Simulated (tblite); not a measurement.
# C14H30O2Si14: the cost of one run

Programs: tblite 0.8.0 and PySCF 2.14.0, with routines of our own; each step states its level. All values are computed. Atoms count from 0.

### 1 The starting structure

60 atoms, charge 0, multiplicity 1; geometry from: force field, distance geometry or constructed start.

### 2 Optimising the geometry with GFN2-xTB

Job settings and geometry (Å):

```
{"job": {"kind": "relax", "xc": "GFN2-xTB", "basis": "xTB"}, "charge": 0, "multiplicity": 1}
C     -2.205400     0.316100    -2.517400
C     -0.046500    -1.823400    -2.504100
C     -0.044600     0.333200     3.994700
Si    -1.132900    -0.737400     2.902300
C     -2.216900     0.340400     1.832600
C     -0.056600    -1.821100     1.818000
C     -2.215800    -1.827500    -0.344900
C     -0.045200     0.340700    -0.336500
Si    -1.126800    -0.748900    -1.417400
Si    -1.135000    -2.909300     0.743400
Si    -3.286700    -0.771200     0.767900
C     -0.052300    -3.995700    -0.335500
C     -0.046700     2.497900     1.831000
C     -2.208100     2.515200    -0.320600
Si    -1.131700     1.422100     0.747000
Si    -3.248300     1.481900    -1.475000
C      2.113000     0.344100    -2.508500
Si     1.017100    -0.735600    -3.588400
C      2.115900     0.336600     1.831600
C      2.119300    -1.828200    -0.332100
Si     3.177600    -0.779900    -1.462700
Si     1.032900    -2.910800    -1.415600
Si     1.039400    -0.737800     0.749000
Si     1.029600     1.411100     2.910800
C      2.113100     2.512000    -0.341300
Si     3.173800     1.463300     0.786200
Si     1.036100     1.420800    -1.419200
Si     1.017600     3.588000     0.733400
O     -4.028700     0.362200    -0.363800
O      3.948500     0.342300    -0.338500
H     -2.850300    -0.312000    -3.097900
H     -1.591000     0.887900    -3.178800
H     -0.663600    -2.445500    -3.116600
H     -0.665200     0.953000     4.617600
H      0.568100    -0.283000     4.609900
H     -1.952300    -1.563400     3.723900
H     -2.835800     0.960600     2.442900
H      0.565900    -2.437100     2.437000
H     -2.833900    -2.450900    -0.960600
H     -1.957600    -3.723400     1.566800
H     -4.154900    -1.565700     1.567200
H     -0.661400    -4.619500    -0.950600
H      0.571800    -4.612200     0.281200
H     -0.660000     3.114200     2.443800
H     -1.592800     3.180700    -0.884200
H     -2.855800     3.098400     0.309200
H     -4.086200     2.289600    -2.290100
H      2.731400     0.963000    -3.125600
H      0.184400     0.094900    -4.387400
H      1.831300    -1.542600    -4.425300
H      2.737500    -0.290800     2.447800
H      2.745000    -2.443400     0.283200
H      4.031900    -1.586900    -2.267200
H      1.851400    -3.734800    -2.239000
H      1.855500     2.235100     3.734700
H      2.731200     3.130900    -0.959800
H      4.038900     2.261600     1.584600
H      0.213300     2.245300    -2.238400
H      0.182900     4.386900    -0.090500
H      1.828500     4.429300     1.542300
```

Started as:

```sh
$ OMP_NUM_THREADS=4 python large_run.py task.json out
```

One launch serves the whole session: the jobs run in the order shown.

**Question.** How long does this first job take on 4 threads of Arm Neoverse V2, shared host, and how much memory does it need?

About 3.7 s, with a peak of 0.16 GiB.
